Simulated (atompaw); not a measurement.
# Pm: the cost of one run

The numbers are computed with atompaw 4.2.0.5 (LDA (PW92), scalar-relativistic, spin-unpolarised reference atom).

1 further run of the same task is left out (set aside as unsound or not needed).

### Step 1. Settings

Typed settings, in words:

* element: promethium (Pm, Z = 61)
* type: PAW
* frozen core: [Kr] 4d10
* valence charge: 15
* reference configuration: 4f5 5s2 5p6 5d0 6s0 6p0 (charge +2)
* partial waves: 5s (bound): rc 2.25 bohr; 6s (bound, empty): rc 3.00 bohr; 5p (bound): rc 2.75 bohr; 6p (bound, empty): rc 3.00 bohr; 5d (bound, empty): rc 3.00 bohr; 5d channel at 1.4 Ry: rc 2.35 bohr; 4f (bound): rc 1.30 bohr; 4f channel at 0.65 Ry: rc 1.30 bohr
* local potential: ultrasoft scheme with l = 4 at -0.5 Ry, radius 2.55 bohr
* core correction: smooth core density matched at 2.70 bohr
* augmentation charge: gaussian compensation charge, radius 2.85 bohr; PAW radius 3.00 bohr; waves and projectors: custom rrkj gramschmidtortho

The outer shells as boxes (Hund's rule for the drawing; the calculation is spin-unpolarised):

```
[Kr] core
4d [↑↓][↑↓][↑↓][↑↓][↑↓]
4f [↑ ][↑ ][↑ ][↑ ][↑ ][  ][  ]
5s [↑↓]
5p [↑↓][↑↓][↑↓]
5d [  ][  ][  ][  ][  ]
6s [  ]
6p [  ][  ][  ]
```

### Step 2. Generating the potential

Pm.input

```
Pm 61
LDA-PW scalarrelativistic loggrid 2001 logderivrange -6 5 276
6 6 5 4 0 0
6 0 0
6 1 0
5 2 0
4 3 5
0 0 0
c
c
c
c
v
v
c
c
c
v
v
c
c
v
v
3
3.00 2.85 2.55 2.70
n
n
y
1.4
n
y
0.65
n
custom rrkj gramschmidtortho gaussian
4 -0.5 ultrasoft
2.25
3.00
2.75
3.00
3.00
2.35
1.30
1.30
PWSCFOUT
UPFDX 0.0125d0 UPFXMIN -7.d0 UPFZMESH 61.d0
END
```

The run is started by

```bash
$ atompaw < Pm.input > Pm.log
```

**Question.** How long does this run take on 1 thread of Intel Xeon Platinum 8375C at 2.90GHz, shared host?

About 9.2 s.
